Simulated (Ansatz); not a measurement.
# BrF2HOTi: how energies converge with the basis set

The task here is to estimate one member of a computed series from the others.

Method: one geometry, several basis sets; program: Ansatz 0.2.0, Gaussian basis.

Plan: PBE0-D4/def2-SVP; ωB97M-V/def2-SVP; PBE0-D4/def2-QZVPP; ωB97M-V/def2-QZVPP; the functionals' def2-TZVPP values are taken from earlier runs.

## The relaxed structure

All runs share one geometry, relaxed beforehand with PBE0-D4 in a triple-zeta def2 set.

SMILES `[OH][Ti]([F])([F])[Br]`, 6 atoms, charge 0, spin multiplicity 1.

Atoms are counted from 1 here; the program's logs count them from 0.

Bond lengths: O1–Ti2 1.757 Å, O1–H6 0.959 Å, Ti2–F3 1.744 Å, Ti2–F4 1.744 Å, Ti2–Br5 2.349 Å. Angles: Ti2–O1–H6 140.6°, O1–Ti2–F3 109.4°, O1–Ti2–F4 108.9°, O1–Ti2–Br5 109.4°, F3–Ti2–F4 110.3°, F3–Ti2–Br5 108.4°, F4–Ti2–Br5 110.4°.

Geometry (Å):

```
atom     x (Å)     y (Å)     z (Å)
  O1  -0.27485  -0.03323   1.34113
 Ti2   0.19746  -0.17082  -0.34539
  F3  -1.10941  -0.87881  -1.25851
  F4   1.62273  -1.17070  -0.45371
 Br5   0.63120   1.96914  -1.21113
  H6  -1.02493   0.22032   1.88141
```

The first run:

The input, in.yaml:

```yaml
crystal:
  periodic: [false, false, false]
  atoms:
    - {symbol: O, position_ang: [-0.274853, -0.033230, 1.341133]}
    - {symbol: Ti, position_ang: [0.197462, -0.170824, -0.345387]}
    - {symbol: F, position_ang: [-1.109407, -0.878808, -1.258513]}
    - {symbol: F, position_ang: [1.622733, -1.170701, -0.453711]}
    - {symbol: Br, position_ang: [0.631199, 1.969144, -1.211131]}
    - {symbol: H, position_ang: [-1.024935, 0.220320, 1.881410]}
basis:
  gaussian: {orbitals: def2-SVP}
hamiltonian: {xc: pbe0, dispersion: d4}
output: {orbitals: {seedname: orbitals}}
```

Steps of the session up to this table: PBE0-D4 in def2-SVP; ωB97M-V in def2-SVP; PBE0-D4 in def2-QZVPP; ωB97M-V in def2-QZVPP.

One table of the session follows, with a row left open; its other results are not shown here.

It belongs to the step «Density functionals: the series». 

```
functional       basis  HOMO (eV)  LUMO (eV)
   PBE0-D4    def2-SVP      -8.79      -2.94
   PBE0-D4  def2-TZVPP      -8.93      -2.91
   PBE0-D4  def2-QZVPP      -8.93      -2.91
   ωB97M-V    def2-SVP          ?          ?
   ωB97M-V  def2-TZVPP     -11.10      -0.68
   ωB97M-V  def2-QZVPP     -11.10      -0.69
```

Estimate the missing values for ωB97M-V, def2-SVP.

The run gave: HOMO (eV): -10.92; LUMO (eV): -0.66. In the column «HOMO (eV)» it lies between ωB97M-V, def2-QZVPP (-11.10) and PBE0-D4, def2-TZVPP (-8.93).
